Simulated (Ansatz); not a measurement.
Here is an Ansatz input file for CH6NSn, SMILES [CH3][SnH][NH2]. Write the same calculation for the Python package.

```yaml
crystal:
  periodic: [false, false, false]
  atoms:
    - { symbol: C, position_ang: [-0.8526, 0.8851, -0.8925] }
    - { symbol: Sn, position_ang: [0.8263, 0.4093, 0.2476] }
    - { symbol: "N", position_ang: [0.2932, -1.0449, 1.5995] }
    - { symbol: H, position_ang: [-1.1996, 0.0403, -1.4381] }
    - { symbol: H, position_ang: [-0.6302, 1.7038, -1.6625] }
    - { symbol: H, position_ang: [-1.6926, 1.3317, -0.2307] }
    - { symbol: H, position_ang: [2.1005, -0.1971, -0.8168] }
    - { symbol: H, position_ang: [0.0259, -1.8498, 1.0562] }
    - { symbol: H, position_ang: [1.2175, -1.3247, 2.1201] }
magnetization:
  spin_polarized: true
  initial_magnetization: 1
basis:
  gaussian: { orbitals: def2-SVP }
hamiltonian:
  xc: r2scan
```

Launched from the shell:
```console
$ ansatz run input.yaml --threads 1 --pin off --max-ram 4096MiB --backend cpu --events-out ev --progress --plain --runs-dir out
Engine: ansatz 0.2.0, aarch64-unknown-linux-gnu
Functional definition: r2SCAN
  parameter k0 = 0.174
  parameter k1 = 0.065
  parameter a1 = 4.9479
  exchange = r2scan_x(k0 = k0, k1 = k1, a1 = a1)
  correlation = r2scan_c
969 factors; their error is unknown
mean field evaluation 1: about -8441.0380 eV, gradient 5.2e1 eV
mean field evaluation 2: about -8388.5084 eV, gradient 9.8e1 eV
mean field evaluation 4: about -8452.8742 eV, gradient 9.3e0 eV
mean field evaluation 8: about -8453.3374 eV, gradient 1.4e-1 eV
mean field evaluation 16: about -8453.3097 eV, gradient 4.8e-4 eV
mean field -8453.30966836 eV, -310.6534004533 hartree, gradient 3.1e-5 eV, S^2 0.752211; 0 other end points of the search recorded, 0 dependent functions left out
reference -8453.30968141 eV, -310.6534009326 hartree; 21, 20 occupied and 63, 64 virtual orbitals, 969 factors
Total energy: -8453.30968141 eV, -310.6534009326 hartree
```

The script, `run_deck.py`:
```python
# -*- coding: utf-8 -*-
"""Run CH6NSn from an input written out key by key."""

import ansatz as az


def main():
    deck = {
        "crystal": {
            "periodic": [False, False, False],
            "atoms": [
                {"symbol": "C", "position_ang": [-0.8526, 0.8851, -0.8925]},
                {"symbol": "Sn", "position_ang": [0.8263, 0.4093, 0.2476]},
                {"symbol": "N", "position_ang": [0.2932, -1.0449, 1.5995]},
                {"symbol": "H", "position_ang": [-1.1996, 0.0403, -1.4381]},
                {"symbol": "H", "position_ang": [-0.6302, 1.7038, -1.6625]},
                {"symbol": "H", "position_ang": [-1.6926, 1.3317, -0.2307]},
                {"symbol": "H", "position_ang": [2.1005, -0.1971, -0.8168]},
                {"symbol": "H", "position_ang": [0.0259, -1.8498, 1.0562]},
                {"symbol": "H", "position_ang": [1.2175, -1.3247, 2.1201]},
            ],
        },
        "magnetization": {"spin_polarized": True, "initial_magnetization": 1},
        "basis": {"gaussian": {"orbitals": "def2-SVP"}},
        "hamiltonian": {"xc": "r2scan"},
    }
    session = az.Session.from_dict(deck)
    r = session.plan(threads=1).execute().report

    print("reference energy %16.6f eV" % r["reference_energy_ev"])
    print("total energy     %16.6f eV" % r["free_energy_ev"])
    print("occupied orbitals outside the frozen core (up, down):", r["n_occupied"], " frozen:", r["n_frozen"], " virtual:", r["n_virtual"])
    symbols = ["C", "Sn", "N", "H", "H", "H", "H", "H", "H"]
    field = r["mean_field"]
    print("<S^2> =", round(abs(field["state"]["spin_squared"]), 4), " all-electron relativity setting:", field["relativity"])
    print("passes:", field["passes"])
    if "symmetry" in field:
        print("occupied orbitals by irrep:", field["symmetry"]["occupied"])


if __name__ == "__main__":
    main()
```

```console
$ python run_deck.py
reference energy     -8453.309681 eV
total energy         -8453.309681 eV
occupied orbitals outside the frozen core (up, down): [21, 20]  frozen: 0  virtual: [63, 64]
<S^2> = 0.7522  all-electron relativity setting: none
passes: {'evaluations': 17, 'products': 15}
occupied orbitals by irrep: [{'A': 21}, {'A': 20}]
```

What to keep in mind:
- Total energies depend on the basis set; only differences at equal settings carry meaning.
- The geometry is a force-field or estimated start, not a minimum of this method, and the basis set is short of its limit.
- def2 sets replace the cores of elements past krypton by effective core potentials.
- The run takes the species as open-shell (spin multiplicity 2), which needn't be its ground state.
- Hardware and time: 7.9 s on 1 thread of Arm Neoverse V1, on a shared host, peak memory 0.23 GiB.

(Lines on the test bed's own set-up are left out of the output.)
